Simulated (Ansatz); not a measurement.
# Sr4TmSi: the cost of one run

Method: DFT PBE, scalar-relativistic, plane waves, PAW; 4f electrons in the core of a trivalent norm-conserving potential, unless a step names another level, in Ansatz 0.2.0.

6 further runs of the same task are left out: 4 that didn't finish, 2 set aside as unsound or not needed. Runs told in other sessions of the task aren't counted.

## Step 1: The system as given

The structure is trigonal, space group R-3m (No. 166). The conventional cell has a = 5.778 Å, b = 5.778 Å, c = 26.071 Å, α = 90.00°, β = 90.00°, γ = 120.00°. Around Sr (site symmetry 3m) lie 3 Si at 3.48 Å and 6 Sr at 3.89 to 3.93 Å. Sr (site symmetry 3m) is surrounded by 1 Si at 3.08 Å. Tm (site symmetry -3m) has 6 Sr at 3.57 Å in its first shell of neighbours. Around Si (site symmetry -3m) lie 8 Sr at 3.08 to 3.48 Å.

Coordinates:

```
CELL_PARAMETERS angstrom
2.88877 1.66783 8.69029
-2.88877 1.66783 8.69029
0.00000 -3.33566 8.69029
ATOMIC_POSITIONS crystal
Sr 0.70509 0.70509 0.70509
Sr 0.29491 0.29491 0.29491
Sr 0.88186 0.88186 0.88186
Sr 0.11814 0.11814 0.11814
Tm 0.50000 0.50000 0.50000
Si 0.00000 0.00000 0.00000
```

It came out lowest among 14 distinct ends of the trial cells. At a tolerance of 0.05 Å it has space group R-3m (No. 166).

## Step 2: A stricter relaxation, on the response runs' mesh and smearing

File input.yaml:

```yaml
crystal:
  lattice:
    - [2.8887699352, 1.6678320997, 8.6902862466]
    - [-2.8887699352, 1.6678320997, 8.6902862466]
    - [0.0, -3.3356641995, 8.6902862466]
  atoms:
    - { symbol: Sr, position: [0.7050923268, 0.7050923268, 0.7050923268] }
    - { symbol: Sr, position: [0.2949076732, 0.2949076732, 0.2949076732] }
    - { symbol: Sr, position: [0.881861643, 0.881861643, 0.881861643] }
    - { symbol: Sr, position: [0.118138357, 0.118138357, 0.118138357] }
    - { symbol: Tm, position: [0.5, 0.5, 0.5] }
    - { symbol: Si, position: [0.0, 0.0, 0.0] }
basis:
  ecutwfc: 690
kpoints:
  mp_grid: { grid: [6, 6, 6] }
hamiltonian:
  xc: pbe
  pseudopotentials:
    kind: paw
    azcp: { Tm: "pseudopotentials/pbe/nc/lanthanide_3plus/Tm.nc.azcp" }
scf:
  occupations: { method: gaussian, width: 0.1 }
output:
  forces: true
  stress: true
  eigenvalues: true
relax:
  adjacent_minimum: "off"
  f_tol: 0.001
  max_steps: 60
  cell: { stress_tol: 0.01 }
```

Run with:

```sh
$ ansatz run input.yaml --threads 3 --pin off --max-ram 8448MiB --backend cpu --events-out ev --progress --plain --runs-dir out
```

**Question.** How long does this run take on 3 threads of Arm Neoverse V2, shared host, and how much memory does it need?

About 50 s, with a peak of 0.94 GiB.
